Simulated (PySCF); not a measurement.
# F6Rh ([RhF6]3-): the cost of one run

Computed with PySCF 2.14.0 and routines of our own; the level stands in each step. Atoms count from 0.

### 1 The system as given

7 atoms, charge -3, states of the metal's open shell are computed; geometry from: model start, shaken.

### 2 Optimising the geometry at PBE0-D3(BJ)/def2-TZVP

What the job is given:

```
{"job": {"xc": "PBE0", "basis": "def2-TZVP", "d3": "d3bj", "grid": 1, "maxiter": 45, "solvent": "water", "kind": "geom"}, "charge": -3, "metal": "Rh", "open_shell": "d6"}
Rh     0.000020     0.004480    -0.004110
F     -0.013360    -0.006820     1.950130
F      0.000900     0.020100    -1.972380
F      1.955690     0.007350     0.005350
F     -1.963420    -0.013960    -0.000440
F      0.010430     1.944840    -0.006860
F     -0.028520    -1.984340    -0.027630
```

On the command line:

```bash
OMP_NUM_THREADS=1 python lf_run.py task.json out
```

This one command runs all jobs of the session in turn.

Q: Estimate the wall time and peak memory of this first job on 1 thread of Arm Neoverse V1, shared host.

About 2.4 min, with a peak of 1.4 GiB.
